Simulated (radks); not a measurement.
# Cu²⁺ in [Ne] 3s1 3p6 3d9 4s1: an all-electron calculation

The task here is to estimate one member of a computed series from the others.

The numbers are computed with radks (a radial shooting solver on a logarithmic mesh, Libxc functionals) version 1 (scalar-relativistic Kohn-Sham, Wu-Cohen GGA, spin-polarised, spherical densities, point nucleus; open shells are filled with parallel spins first), except any that are marked as measured or tabulated.

## The atom as given

```
element       : copper (Z = 29)
charge        : +2
electrons     : 27
configuration : [Ne] 3s1 3p6 3d9 4s1
```

The outer shells:

Cu²⁺
```
[Ne] core
3s [↑ ]
3p [↑↓][↑↓][↑↓]
3d [↑↓][↑↓][↑↓][↑↓][↑ ]
4s [↑ ]
```

Set-up of the first run:

Input:

```text
Z 29
configuration [Ne] 3s1 3p6 3d9 4s1
relativity scalar-relativistic
functional wc,pbe
spin polarised
nucleus point
c 137.035999084
```

Command:

```sh
python run_ks.py task.json out
```

This one command runs every case of the session in turn.

One table of the session follows, with a row left open; its other results are not shown here.

It belongs to the step «Radial structure». Sizes of the orbitals, from the radial functions (bohr):

```
  level      <r>  outermost maximum (interpolated)  90 % within  nodes
  1s up  0.05214                            0.0341       0.0932      0
1s down  0.05215                            0.0341       0.0932      0
  2s up   0.2353                             0.197        0.364      1
2s down   0.2352                             0.197        0.364      1
  2p up   0.2064                             0.158        0.338      0
2p down   0.2063                             0.158        0.337      0
  3s up   0.7039                             0.611         1.05      2
3s down   0.7059                             0.612         1.06      2
  3p up   0.7342                             0.615         1.13      1
3p down        ?                                 ?            ?      ?
  3d up   0.8576                             0.585         1.46      0
3d down   0.8653                             0.587         1.47      0
  4s up    2.155                              1.87         3.17      3
4s down    2.182                              1.88         3.22      3
```

**Question.** Estimate the row for 3p down.

**Answer.** <r>: 0.7370; outermost maximum (interpolated): 0.616; 90 % within: 1.14; nodes: 1. In the column «<r>» it lies between 3p up (0.7342) and 3d up (0.8576).
